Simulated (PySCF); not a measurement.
# A diatomic session: ErCl

One job finds the state of ErCl, follows it along the bond with each method and fits the curves.

The runs use PySCF 2.14.0; Er x2c-SVPall, Cl x2c-SVPall, spin-free X2C with a Gaussian nucleus.

**1. Set-up**

A driver script around PySCF takes these settings:

```json
{
 "atoms": "Er, Cl",
 "charge": "0",
 "basis": "Er x2c-SVPall, Cl x2c-SVPall",
 "Hamiltonian": "spin-free X2C with a Gaussian nucleus",
 "basis functions": "103",
 "electrons treated": "85",
 "masses in u": "165.9303, 34.9689",
 "levels": "PBE0, PBE, r²SCAN, M06-L, PBEsol, HF, MP2, SCS-MP2",
 "grid": "80 radial by 434 angular points",
 "occupations": "held fixed by the projection of orbital angular momentum",
 "dissociation limit": "Er + Cl, each in its ground configuration",
 "starting distance in angstrom": "2.460",
 "values of 2S to try": "1, 3, 5"
}
```

Command:

```console
> OMP_NUM_THREADS=2 python dia.py task.json out
```

The runs that follow: The PBE0 curve of the state that the search chose; Excited determinants; PBE; r²SCAN; M06-L (meta-GGA); PBEsol (GGA); ROHF.

Q: Predict the outcome of this session. Wanted: for each run, Re; ωe; De; μ.

The runs gave:

Lowest PBE0 solution found, without spin–orbit coupling: quartet, unpaired electrons π ↑, δ ↑, φ ↑, about 11.6 electrons in the 4f shell (Mulliken). State 2 has its PBE0 minimum 0.09 eV higher, as a spin-mixed determinant (⟨S²⟩ = 1.75), so this is no gap between pure states. State 3 has its PBE0 minimum 0.45 eV higher. The other levels ran on the lowest alone.

| level | Re (Å) | ωe (cm⁻¹) | De (eV) | μ (D) |
| --- | --- | --- | --- | --- |
| ROHF | 2.541 | 300 | 3.14 | -4.99 |
| ROHF-MP2 | 2.429 | 340 | 4.70 | n/a |
| ROHF-SCS-MP2 | 2.451 | 332 | 4.38 | n/a |
| r²SCAN | 2.434 | 324 | 4.99 | -3.56 |
| M06-L | 2.466 | 313 | 4.60 | -3.86 |
| PBE0 | 2.445 | 314 | 4.37 | -3.80 |

De is counted to Er + Cl in their ground configurations. A positive dipole means Er(−)Cl(+). No constants: PBE (the points don't follow one smooth fit); PBEsol (the points don't follow one smooth fit).

**Reading.** The methods spread over 0.112 Å in bond length, from ROHF-MP2 to ROHF. Of the levels with a De here, ROHF gives the least (3.14 eV) and r²SCAN the most (4.99 eV).

Correlated steps freeze 23 core orbitals. Spin–orbit coupling is left out, which matters for elements this heavy, above all for dissociation energies. With d or f electrons several states lie close, and the lowest PBE0 determinant need not be the measured ground state. At some levels the lowest empty orbital lies below the highest filled one (the two can be of opposite spin). With spin–orbit coupling the term label itself may not hold.
